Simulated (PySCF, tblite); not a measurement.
# C₅H₉O₃ radical: geometry, infrared bands and EPR parameters

Aim: predict the infrared bands and EPR parameters of C₅H₉O₃ radical (`[O]COC[C@H]1CCO1`).

Computed with tblite 0.8.0 and PySCF 2.14.0, with density-fitted response routines of our own, on a single molecule in the gas phase. Atoms count from 0, in the outputs and in this text.

## 1. The starting structure

17 atoms, charge 0, multiplicity 2; geometry from: force field or distance geometry start.

Bonds of the start (Å): O0–C1 1.39, C1–O2 1.38, O2–C3 1.41, C3–C4 1.53, C4–C5 1.51, C5–C6 1.51, C6–O7 1.39, O7–C4 1.38, C1–H8 1.11, C1–H9 1.12, C3–H10 1.12, C3–H11 1.08, C4–H12 1.10, C5–H13 1.12, C5–H14 1.10, C6–H15 1.11, C6–H16 1.12.

## 2. Optimising the geometry with GFN2-xTB

Job settings and geometry (Å):

```
{"job": {"kind": "relax", "xc": "GFN2-xTB", "basis": "xTB"}, "charge": 0, "multiplicity": 2}
O      2.761200     1.223400     0.096100
C      2.741600    -0.142500     0.330500
O      1.433100    -0.542800     0.527000
C      0.640000    -0.260900    -0.610200
C     -0.782900    -0.727000    -0.311600
C     -1.568000     0.278700     0.496900
C     -2.333800     0.542800    -0.777100
O     -1.624900    -0.492500    -1.374800
H      3.219000    -0.674300    -0.521400
H      3.290100    -0.362700     1.281500
H      1.041800    -0.818200    -1.493200
H      0.660600     0.801100    -0.808700
H     -0.878000    -1.734300     0.108300
H     -0.961100     1.166300     0.798600
H     -2.127800    -0.137300     1.343400
H     -3.422600     0.336000    -0.703500
H     -2.095200     1.556300    -1.183100
```

Run with:

```bash
$ OMP_NUM_THREADS=1 python probes_run.py task.json out
```

The driver reads the jobs from task.json and runs them one after another.

**Question.** This job is followed by: GFN2-xTB harmonic vibrations, gas phase; UKS B3LYP, pcH-1 on C H O, non-relativistic, mean-field spin-orbit, GIAO. What will the session give for the following? strongest single infrared mode (GFN2-xTB); zero-point energy (GFN2-xTB); g(iso) (B3LYP); ⟨S²⟩; largest a(iso); potential on the surface of density 0.002 e/bohr³, 1st and 99th percentile.

The runs gave:

| quantity | value |
| --- | --- |
| strongest single infrared mode (GFN2-xTB) | 1279 cm⁻¹, 150 km/mol |
| zero-point energy (GFN2-xTB) | 83.9 kcal/mol |
| g(iso) (B3LYP) | 2.01011 |
| ⟨S²⟩ | 0.756 (exact 0.75) |
| largest a(iso) | 1H on H9, 385.2 MHz |
| potential on the surface of density 0.002 e/bohr³, 1st and 99th percentile | -1.62 V and 1.39 V |

In words: The optimisation took 142 steps and gained 0.880 eV; among the close pairs (by a distance rule), O0–C1 changed most, from 1.386 to 1.272 Å. No mode is imaginary among the 45: a minimum at this level. The strongest single mode, at 1279 cm⁻¹, is spread over many atoms; the largest shares are those of H8, H9. GFN2-xTB is a fitted tight-binding method: band positions and strengths are rough. Its intensities can rank the bands wrongly. Most of the unpaired spin sits on O0 (0.65 e). The isotropic g lies 7.8 ppt above the free-electron value. The conformer search (at its own cheap level) found a structure 5.6 kcal/mol lower, so these spectra needn't be the molecule's.
